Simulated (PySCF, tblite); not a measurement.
**C6H14S2Si: geometry, infrared bands and NMR shifts**

What infrared bands and NMR shifts should C6H14S2Si (`CS[Si@@H]1C[C@H]1SC(C)C`) show?

The runs use tblite 0.8.0 and PySCF 2.14.0, with density-fitted response routines of our own; the level of theory stands in each step. All values are computed, except where a source is named. Atoms count from 0, in the outputs and in this text.

### Step 1. Starting geometry

23 atoms, charge 0, multiplicity 1; geometry from: force field or distance geometry start.

Bonds of the start (Å): C0–S1 1.81, S1–Si2 2.13, Si2–C3 1.87, C3–C4 1.51, C4–S5 1.80, S5–C6 1.82, C6–C7 1.49, C6–C8 1.52, C4–Si2 1.85, C0–H9 1.11, C0–H10 1.11, C0–H11 1.11, Si2–H12 1.46, C3–H13 1.10, C3–H14 1.09, C4–H15 1.11, C6–H16 1.11, C7–H17 1.10, C7–H18 1.10, C7–H19 1.12, C8–H20 1.12, C8–H21 1.11, C8–H22 1.12.

### Step 2. Optimising the geometry with GFN2-xTB

The job: settings as JSON, then the geometry in Å.

```
{"job": {"kind": "relax", "xc": "GFN2-xTB", "basis": "xTB"}, "charge": 0, "multiplicity": 1}
C      5.282600     0.101500    -0.293500
S      3.660000    -0.537400    -0.793300
Si     2.041400     0.406700     0.214200
C      0.682100    -0.792700     0.688400
C      0.375500     0.065000    -0.511900
S     -1.030200     1.161400    -0.240400
C     -2.504900     0.104900    -0.360400
C     -3.711000     0.854200    -0.827800
C     -2.683500    -0.567400     0.986200
H      5.228000     0.666200     0.656800
H      6.014300    -0.721000    -0.145800
H      5.654000     0.755200    -1.109600
H      2.255800     1.551100     1.100400
H      0.156300    -0.531300     1.624300
H      0.796400    -1.855000     0.451900
H      0.326800    -0.458600    -1.490200
H     -2.250100    -0.705600    -1.081800
H     -4.186000     1.342600     0.034600
H     -3.409600     1.540900    -1.629500
H     -4.441500     0.094400    -1.205500
H     -3.341400     0.085100     1.623800
H     -3.224800    -1.530000     0.842800
H     -1.695000    -0.730500     1.476500
```

Launch:

```bash
$ OMP_NUM_THREADS=1 python probes_run.py task.json out
```

One launch serves the whole session: the jobs run in the order shown.

**Question.** This job is followed by: GFN2-xTB harmonic vibrations, gas phase; GIAO PBE0/pcSseg-1 NMR shielding, non-relativistic, gas phase. Predict these results of the whole session: strongest single infrared mode (GFN2-xTB); zero-point energy (GFN2-xTB); 13C shifts against TMS (PBE0/pcSseg-1); 1H shifts against TMS (PBE0/pcSseg-1, means over atoms taken as alike); 33S shifts against CS2 (PBE0/pcSseg-1); 29Si shifts against TMS (PBE0/pcSseg-1).

The runs gave:

| quantity | value |
| --- | --- |
| strongest single infrared mode (GFN2-xTB) | 2384 cm⁻¹, 196 km/mol |
| zero-point energy (GFN2-xTB) | 115.3 kcal/mol |
| 13C shifts against TMS (PBE0/pcSseg-1) | 53.3, 27.7, 24.2, 23.5, 20.7, 15.2 ppm |
| 1H shifts against TMS (PBE0/pcSseg-1, means over atoms taken as alike) | 3.91, 2.77, 2.20, 2.10, 1.55, 1.51, 1.28, 0.74 ppm |
| 33S shifts against CS2 (PBE0/pcSseg-1) | 89, -190 ppm |
| 29Si shifts against TMS (PBE0/pcSseg-1) | -93.2 ppm |

What this shows: The optimisation took 212 steps and gained 0.692 eV; among the close pairs (by a distance rule), C8–H20 changed most, from 1.125 to 1.088 Å. No mode is imaginary among the 63: a minimum at this level. The strongest single mode, at 2384 cm⁻¹, moves mainly H12. Unscaled tight-binding wavenumbers are off by several per cent, some by more. Its intensities can rank the bands wrongly. At PBE0/pcSseg-1: Shielding is most anisotropic at Si2 (span 361 ppm, paramagnetic term -440 ppm).
